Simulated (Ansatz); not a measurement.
# CoO: the cost of one run

Method: DFT PBEsol+U (U_eff = 1 eV on Co d), plane waves, PAW, in Ansatz 0.2.0.

## Step 1: The structure to begin with

It takes space group Fm-3m (No. 225, cubic). The conventional cell has a = 4.263 Å, b = 4.263 Å, c = 4.263 Å, α = 90.00°, β = 90.00°, γ = 90.00°. Co (site symmetry m-3m) has 6 O at 2.13 Å as nearest neighbours. Around O (site symmetry m-3m) lie 6 Co at 2.13 Å.

Coordinates:

```
Co O
1.0
     0.00000    2.13150    2.13150
     2.13150    0.00000    2.13150
     2.13150    2.13150    0.00000
Co O
1 1
Cartesian
  0.0000 0.0000 0.0000
  2.1315 2.1315 2.1315
```

Magnetic order typed: ferromagnetic.

An earlier series on this cell reached its lowest free state from «random orbitals: fully mixed, first filling», perhaps among other starts.

## Step 2: Random orbitals: single harmonics, second filling

File input.yaml:

```yaml
crystal:
  lattice:
    - [0.0, 2.13150166, 2.13150166]
    - [2.13150166, 0.0, 2.13150166]
    - [2.13150166, 2.13150166, 0.0]
  atoms:
    - { symbol: Co, position: [0.0, 0.0, 0.0], spin: 1.0 }
    - { symbol: O, position: [0.5, 0.5, 0.5] }
basis:
  ecutwfc: 420
  ecutrho_ratio: 4
kpoints:
  mp_grid: { grid: [8, 8, 8] }
hamiltonian:
  xc: pbesol
  hubbard:
    sites:
      - { site: 0, l: d, u_eff: 1.0, starting_ns: [{ spin: up, occupation_matrix: s0up }, { spin: down, occupation_matrix: s0down }] }
    occupation_matrices:
      s0up:
        matrix:
          - [0.02, 0.0, 0.0, 0.0, 0.0]
          - [0.0, 0.97, 0.0, 0.0, 0.0]
          - [0.0, 0.0, 0.97, 0.0, 0.0]
          - [0.0, 0.0, 0.0, 0.97, 0.0]
          - [0.0, 0.0, 0.0, 0.0, 0.97]
      s0down:
        matrix:
          - [0.97, 0.0, 0.0, 0.0, 0.0]
          - [0.0, 0.02, 0.0, 0.0, 0.0]
          - [0.0, 0.0, 0.97, 0.0, 0.0]
          - [0.0, 0.0, 0.0, 0.97, 0.0]
          - [0.0, 0.0, 0.0, 0.0, 0.02]
    ns_hold: { iters: 5 }
scf:
  occupations: { method: gaussian, width: 0.05 }
  lower_state_search: "off"
  max_iter: 150
output:
  forces: true
  stress: true
  eigenvalues: true
  populations: true
  hubbard: { sites: [{ site: 0, l: d }] }
magnetization:
  spin_polarized: true
```

The typed matrices put 0.97 on the chosen orbitals and 0.02 on the others, and are held for 5 cycles.

Run with:

```console
$ ansatz run input.yaml --threads 2 --pin off --max-ram 3072MiB --backend cpu --events-out ev --progress --plain --runs-dir out
```

What time and memory should one allow on 2 threads of Arm Neoverse V2, shared host?

About 6.1 s, with a peak of 0.34 GiB.
